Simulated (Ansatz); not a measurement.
# CH7BSi2: the cost of one run

The runs use Ansatz 0.2.0, Gaussian basis; the settings change from run to run.

### 1 The molecule

The structure was relaxed beforehand with PBE0-D4 in a triple-zeta def2 set.

11 atoms, charge 0, spin multiplicity 1.

Atoms are counted from 1 here; the program's logs count them from 0.

Bond lengths: B1–C2 1.536 Å, B1–Si4 1.948 Å, B1–H5 1.203 Å, C2–Si3 1.942 Å, C2–H6 1.087 Å, C2–H7 1.091 Å, Si3–Si4 2.406 Å, Si3–H8 1.482 Å, Si3–H9 1.480 Å, Si4–H10 1.486 Å, Si4–H11 1.481 Å. Angles: C2–B1–Si4 115.9°, C2–B1–H5 118.1°, Si4–B1–H5 112.5°, B1–C2–Si3 78.3°, B1–C2–H6 119.3°, B1–C2–H7 120.2°, Si3–C2–H6 118.1°, Si3–C2–H7 103.1°, H6–C2–H7 112.2°, C2–Si3–Si4 85.1°, C2–Si3–H8 108.1°, C2–Si3–H9 116.6°, Si4–Si3–H8 107.4°, Si4–Si3–H9 123.9°, H8–Si3–H9 112.2°, B1–Si4–Si3 60.2°, B1–Si4–H10 124.6°, B1–Si4–H11 120.8° and more.

### 2 BHLYP/aug-cc-pVTZ

Options: D3(BJ) with three-body dispersion.

Input file in.yaml:

```yaml
crystal:
  periodic: [false, false, false]
  atoms:
    - {symbol: B, position_ang: [0.511816, -0.322620, 1.017709]}
    - {symbol: C, position_ang: [0.990906, -1.029392, -0.259564]}
    - {symbol: Si, position_ang: [-0.691629, -0.256232, -0.846486]}
    - {symbol: Si, position_ang: [-0.231558, 1.461666, 0.774194]}
    - {symbol: H, position_ang: [-0.099792, -0.969317, 1.827510]}
    - {symbol: H, position_ang: [1.085944, -2.112088, -0.264811]}
    - {symbol: H, position_ang: [1.723196, -0.549069, -0.909950]}
    - {symbol: H, position_ang: [-0.483458, 0.333993, -2.190000]}
    - {symbol: H, position_ang: [-1.879188, -1.137824, -0.799844]}
    - {symbol: H, position_ang: [0.407260, 2.541094, -0.022631]}
    - {symbol: H, position_ang: [-1.268099, 1.982790, 1.694573]}
basis:
  gaussian: {orbitals: aug-cc-pVTZ}
hamiltonian: {xc: {name: BHLYP}, dispersion: d3bjatm}
```

On the command line:

```
ansatz run in.yaml --threads 2 --pin off --events-out ev --progress --plain --max-ram 4352MiB
```

Q: Estimate wall time and peak memory on 2 threads of Arm Neoverse V1, shared host.

About 14 s, with a peak of 0.83 GiB.
